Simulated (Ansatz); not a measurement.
# Co3W: the cost of one run

Program: Ansatz 0.2.0. Level of theory: DFT r2SCAN, scalar-relativistic, plane waves, PAW. These are calculated values, not measurements.

2 further runs of the same task are left out: 2 set aside as unsound or not needed.

**1. The system as given**

It takes space group Pm-3m (No. 221, cubic). Conventional cell: a = 3.565 Å, b = 3.565 Å, c = 3.565 Å, α = 90.00°, β = 90.00°, γ = 90.00°. Around Co (site symmetry 4/mmm) lie 8 Co at 2.52 Å and 4 W at 2.52 Å. W (site symmetry m-3m) is surrounded by 12 Co at 2.52 Å.

Structure file:

```
Co W
1.0
     0.00000   -3.56466    0.00000
     0.00000    0.00000   -3.56466
    10.69399    0.00000    0.00000
Co W
9 3
Direct
  0.50000 0.00000 0.16667
  0.50000 0.00000 0.50000
  0.50000 0.00000 0.83333
  0.00000 0.50000 0.16667
  0.00000 0.50000 0.50000
  0.00000 0.50000 0.83333
  0.50000 0.50000 0.33333
  0.50000 0.50000 0.66667
  0.50000 0.50000 0.00000
  0.00000 0.00000 0.00000
  0.00000 0.00000 0.33333
  0.00000 0.00000 0.66667
```

It goes back to an entry of the Materials Project, which need not be the stable form.

It is built from the cell relaxed beforehand with the same method (11.32 Å³/atom).

**2. Zero of the scan**

Input file input.yaml:

```yaml
crystal:
  lattice:
    - [0.0, -3.564662339, 0.0]
    - [0.0, 0.0, -3.564662339]
    - [10.6939870169, 0.0, 0.0]
  atoms:
    - { symbol: Co, position: [0.5, 1.0, 0.1666666667], spin: -0.53 }
    - { symbol: Co, position: [0.5, 1.0, 0.5], spin: -0.53 }
    - { symbol: Co, position: [0.5, 1.0, 0.8333333333], spin: -0.53 }
    - { symbol: Co, position: [1.0, 0.5, 0.1666666667], spin: -0.53 }
    - { symbol: Co, position: [1.0, 0.5, 0.5], spin: -0.53 }
    - { symbol: Co, position: [1.0, 0.5, 0.8333333333], spin: -0.53 }
    - { symbol: Co, position: [0.5, 0.5, 0.3333333333], spin: -0.53 }
    - { symbol: Co, position: [0.5, 0.5, 0.6666666667], spin: -0.53 }
    - { symbol: Co, position: [0.5, 0.5, 0.0], spin: -0.53 }
    - { symbol: W, position: [0.0, 0.0, 0.0], spin: 0.2 }
    - { symbol: W, position: [0.0, 0.0, 0.3333333333], spin: 0.2 }
    - { symbol: W, position: [0.0, 0.0, 0.6666666667], spin: 0.2 }
basis:
  ecutwfc: 500
kpoints:
  mp_grid: { grid: [13, 13, 5] }
hamiltonian:
  xc: r2scan
scf:
  occupations: { method: gaussian, width: 0.15 }
output:
  forces: true
  stress: true
  eigenvalues: true
  populations: true
  write_density: true
  write_potential: true
  elf: true
  volumetric_format: npy
magnetization:
  spin_polarized: true
```

Run with:

```bash
ansatz run input.yaml --threads 2 --pin off --max-ram 5120MiB --backend cpu --events-out ev --progress --plain --runs-dir out
```

**Question.** How long does this run take on 2 threads of Oxide Virtual Turin-like (Zen 5), shared host, and how much memory does it need?

About 3 min, with a peak of 2.6 GiB.
